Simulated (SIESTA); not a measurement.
Ta3AsAu2O13 under changes of volume

One of the cells (13.726 Å³/atom); the others are scaled copies at fixed shape and fractional positions:

```
CELL_PARAMETERS angstrom
5.43779 -0.00078 -0.00163
-2.03056 5.64472 -0.00286
-0.72298 -1.87587 8.49787
ATOMIC_POSITIONS crystal
Ta 0.37386 0.58885 0.59831
Ta 0.46236 0.26627 0.18689
Ta 0.70830 0.86746 0.02761
As 0.97877 0.98236 0.65371
Au 0.10388 0.53998 0.17237
Au 0.66302 0.32022 0.80522
O 0.06196 0.03577 0.14158
O 0.98182 0.01457 0.85130
O 0.11152 0.27055 0.61508
O 0.16027 0.81199 0.58364
O 0.43055 0.53360 0.06777
O 0.91171 0.61275 0.98081
O 0.60406 0.15754 0.98626
O 0.55565 0.98713 0.20984
O 0.30756 0.45473 0.35006
O 0.79668 0.50556 0.28659
O 0.66380 0.88131 0.55106
O 0.47145 0.71751 0.81742
O 0.65279 0.45184 0.61449
```

The cell was built by a generator and needn't be a form met in nature.

| Quantity | Value |
| --- | --- |
| Program | SIESTA 5.4.2 |
| Functional | PBE |
| Potentials or basis | PseudoDojo 0.4 standard (PBE files) |
| Basis | DZP (energy shift 0.003 Ry; two zetas on semicore shells) |
| Grid cutoff | 800 Ry |
| Energy shift | 0.003 Ry |
| k mesh | 6 × 5 × 3 |
| Occupations | fermi-dirac, width 0.05 eV |
| Spin | no spin polarisation |

| volume (Å³/atom) | energy over the lowest point (meV/atom) | pressure (GPa) | gap on the mesh (eV) | largest force (eV/Å) |
| --- | --- | --- | --- | --- |
| 12.649 | 57.42 | 18.1 | 0.56 | 1.808 |
| 12.918 | 31.52 | 12.9 | 0.53 | 1.476 |
| 13.187 | 13.88 | 8.2 | 0.50 | 1.177 |
| 13.726 | 0.00 | 0.3 | 0.45 | 0.652 |
| 13.995 | 2.32 | -3.0 | 0.42 | 0.499 |
| 14.264 | ? | ? | ? | ? |

What does the run at 14.264 Å³/atom give?

Energy over the lowest point 9.97 meV/atom; pressure -6.0 GPa; gap on the mesh 0.40 eV; largest force 0.675 eV/Å.

Worked out: A Birch-Murnaghan fit of order 3 (a polynomial in V^(-2/3)) to the other rows has its minimum at 13.75 Å³/atom with B0 = V·E''(V) = 178 GPa and B' = 4.6 at fixed shape and positions, which overstates the stiffness. It gives 9.95 meV/atom at 14.264 Å³/atom, against the run's 9.97, and -dE/dV = -6.0 GPa, against -6.0. A straight line through the other rows of the gap, of slope -1.36 eV per unit of ln V, extrapolates to 0.40 eV, against the run's 0.40.

Energies are extrapolated to zero smearing.

Caveats: short orbitals over semicore shells can move pressures by several GPa; spin-orbit coupling is left out, which moves the levels of the heavy elements; an odd mesh through Γ misses points on the zone boundary, where band edges often lie; the basis of atomic orbitals isn't converged, which shifts pressures, moduli and gaps; forces of over 1 eV/Å show positions far from the minimum, so gaps and moduli don't describe the material at rest (some runs).
